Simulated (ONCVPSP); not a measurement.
**An ONCV potential for Sn, from input to tests**

Task: generate the file, and judge it by its errors in other configurations, its logarithmic derivatives, its ghosts and its cutoff.

Program: ONCVPSP 4.0.1. Reference atom: PBE, fully relativistic, spherical and spin-unpolarised. All values are calculated.

## Step 1: The design

Typed settings, in words:

| Property | Result |
| --- | --- |
| element | tin (Sn, Z = 50) |
| type | optimised norm-conserving Vanderbilt (ONCV) |
| frozen core | [Kr] 4d10 |
| valence charge | 4 |
| reference configuration | 5s2 (charge +2) |
| partial waves | 5s: rc 1.65 bohr, ncon 4, nbas 7, qcut 3.5 1/bohr, 1 projector; p scattering state at 0.32 Ha: rc 1.96 bohr, ncon 3, nbas 8, qcut 5.6 1/bohr, 3 projectors, debl 3.6 Ha |
| local potential | polynomial inside 1.35 bohr (lpopt 5, dvloc0 0 Ha) |
| core correction | Teter function, fcfact 4.5, rcfact 1.75 |

The outer shells as boxes (Hund's rule for the drawing; the calculation is spin-unpolarised):

```
[Kr] core
4d [↑↓][↑↓][↑↓][↑↓][↑↓]
5s [↑↓]
```

An earlier all-electron run gives the scale for the radii.

All-electron outer shells of the reference configuration (PBE, scalar-relativistic, ld1.x):

```tsv
shell	level (eV)	outermost node (bohr)	outermost maximum (bohr)
4d	-43.21	0.39	0.88
5s	-26.09	0.98	1.94
5p	-17.79	1.08	2.31
```

## Step 2: The generation run

Sn.dat reads:

```
# ATOM AND REFERENCE CONFIGURATION
# atsym  z   nc   nv     iexc    psfile
  Sn 50.00    9    1        4      upf
#
#   n    l    f
    1    0    2.00
    2    0    2.00
    2    1    6.00
    3    0    2.00
    3    1    6.00
    3    2   10.00
    4    0    2.00
    4    1    6.00
    4    2   10.00
    5    0    2.00
#
# PSEUDOPOTENTIAL AND OPTIMIZATION
# lmax
    1
#
#   l,   rc,      ep,       ncon, nbas, qcut
    0    1.65    0.00    4    7    3.50
    1    1.96    0.32    3    8    5.60
#
# LOCAL POTENTIAL
# lloc, lpopt,  rc(5),   dvloc0
    4    5    1.35    0.00
#
# VANDERBILT-KLEINMAN-BYLANDER PROJECTORs
# l, nproj, debl
    0    1    1.50
    1    3    3.60
#
# MODEL CORE CHARGE
# icmod, fcfact, rcfact
    3    4.50    1.75
#
# LOG DERIVATIVE ANALYSIS
# epsh1, epsh2, depsh
   -2.00    5.00    0.02
#
# OUTPUT GRID
# rlmax, drl
    6.00    0.01
#
# TEST CONFIGURATIONS
# ncnf
    4
# nvcnf
#   n    l    f
    2
    5    0    2.00
    5    1    2.00
#
    2
    5    0    2.00
    5    1    1.00
#
    1
    5    0    1.00
#
    2
    5    0    1.00
    5    1    2.00
#
```

Run with:

```sh
oncvpspr.x < Sn.dat > Sn.out
```

What does the calculation give? Wanted: cutoffs for 1 and 0.1 mHa per electron, occupied waves; bound ghosts; GHOST(+) flags; largest test error; largest phase difference near zero energy, channels read; rms error of d²Exc/dn², without and with the model core; projector energies reset by the program.

As calculated:

| quantity | value |
| --- | --- |
| cutoffs for 1 and 0.1 mHa per electron, occupied waves | 38 Ha and 47 Ha |
| bound ghosts | s at -125.79 eV, p3/2 at -1080.51 eV |
| GHOST(+) flags | p3/2 at 138 eV, p1/2 at 196 eV |
| largest test error (AE − PS) | -351 meV, for 5s2 5p2 |
| largest phase difference near zero energy, channels read | 0.039 rad |
| rms error of d²Exc/dn², without and with the model core | 21.75 and 7.49 mHa |
| projector energies reset by the program | p: 0.050, 3.650, 7.250 Ha |

It has a bound ghost (s, p3/2), a state that the atom doesn't have, and that rules the file out. The worst unpolarised test, 5s2 5p2, is off by 351 meV on 20.9 eV; by total energies transferability rates as poor. The potential is hard: the looser tolerance needs 38 Ha. Of the channels read, s scatters worst near zero energy, by up to 0.04 rad. The program also flags highly localised states, GHOST(+) (p3/2, p1/2). All of this concerns the isolated atom, not yet a solid.
